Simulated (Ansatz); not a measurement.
# Ta (P6_3/mmc): series of slab calculations, by script

A script is to give a series of slab calculations; the system is Ta (P6_3/mmc).

Computed with Ansatz 0.2.0, driven from Python. Level of theory: DFT r2SCAN, plane waves, PAW.

## 1. Starting point

The structure is hexagonal, space group P6_3/mmc (No. 194). The conventional cell has a = 2.900 Å, b = 2.900 Å, c = 5.166 Å, α = 90.00°, β = 90.00°, γ = 120.00°. Ta (site symmetry -6m2) has 12 Ta at 2.90 to 3.08 Å as nearest neighbours.

POSCAR_ta, read by the script:

```text
Ta
1.0
   2.90037207    0.00000000    0.00000000
  -1.45018604    2.51179590    0.00000000
   0.00000000    0.00000000    5.16627400
Ta
2
Direct
   0.66666667    0.33333333    0.75000000
   0.33333333    0.66666667    0.25000000
```

## 2. The code

vacuum_ta.py

```python
import ansatz as az
from ase.build import surface
from ase.io import read
import numpy as np
from tabulate import tabulate

atoms = read("POSCAR_ta", format="vasp")
rows = []
for value in [3.0, 4.0, 5.0, 6.5, 8.0]:
    slab = surface(atoms, (0, 0, 1), 2, vacuum=value)
    slab.pbc = True
    calculation = (
        az.Crystal.from_ase(slab).calculation()
        .functional("r2scan")
        .accuracy("low")
        .basis(750)
        .mixing("broyden")
        .occupations(az.OccupationsMethod.GAUSSIAN, width=10 * az.meV)
        .scf(max_iterations=200, lower_state_search="light")
        .kpoints(7, 7, 1)
        .electric_field(axis=3, dipole_correction=True)
    )
    r = calculation.run(threads=1).report
    face = r["work_function"]
    rows.append((value, len(slab), r["free_energy_ev"], face["dipole_moment_e_ang"], face.get("phi_plus_ev"), face.get("phi_minus_ev")))

print(tabulate(rows, headers=["vacuum each side (A)", "atoms", "F (eV)", "dipole (e A)", "phi upper (eV)", "phi lower (eV)"], floatfmt=".4f", missingval="-"))
```

## 3. What the engine is handed

The package turns the script's settings into the engine's input (first run):

```yaml
crystal:
  lattice:
    - [2.90037207, 0.0, 0.0]
    - [-1.4501860399999997, 2.5117959000000005, 0.0]
    - [0.0, -0.0, 13.749410999999998]
  atoms:
    - { symbol: Ta, position: [0.6666666699999997, 0.33333333000000004, 0.4060637215659638] }
    - { symbol: Ta, position: [0.33333332999999987, 0.66666667, 0.21819116469789146] }
    - { symbol: Ta, position: [0.6666666699999997, 0.33333333000000004, 0.7818088353021085] }
    - { symbol: Ta, position: [0.33333332999999987, 0.66666667, 0.5939362784340362] }
accuracy: low
basis:
  ecutwfc: 750.0
kpoints:
  mp_grid:
    grid: [7, 7, 1]
hamiltonian:
  xc: r2scan
efield:
  axis: 3
  dipole_correction: true
scf:
  max_iter: 200
  lower_state_search: light
  mixing:
    algorithm: broyden
  occupations:
    method: gaussian
    width: 0.01
```

## 4. Running it

Command:

```sh
> python vacuum_ta.py
```

Without the output at hand: what should come out? Wanted: range of energy; lowest point, c; vacuum level less Fermi level, upper / lower face.

The runs gave:

```
                                                 quantity           value
                                            runs compared               5
                                          range of energy   8.74 meV/atom
                                      lowest point, c (Å)          13.749
vacuum level less Fermi level, upper / lower face (run 5)  5.10 / 5.10 eV
```

In words: The lowest point is at the first value of the scan; the highest lies 8.7 meV/atom above it. Both faces give the same value. Reading the output:
- The density doesn't vanish in the vacuum (a short gap or a low cutoff), which blurs the vacuum level.
- For a metal this k-point mesh is coarse: on a finer one energies can move by several to tens of meV an atom and pressures by half a GPa or more, differences at one mesh by less.
- Spin-orbit coupling, which matters for elements this heavy, is left out.
- This isn't the structure that Ta takes at ambient conditions.
- The slabs are thin, unrelaxed cuts of the structure as given, on a modest mesh, so the surface energy isn't converged; Miller indices refer to the cell as typed, and unlike faces give only a mean. Whether this is the phase that is stable at ambient conditions was not tested.
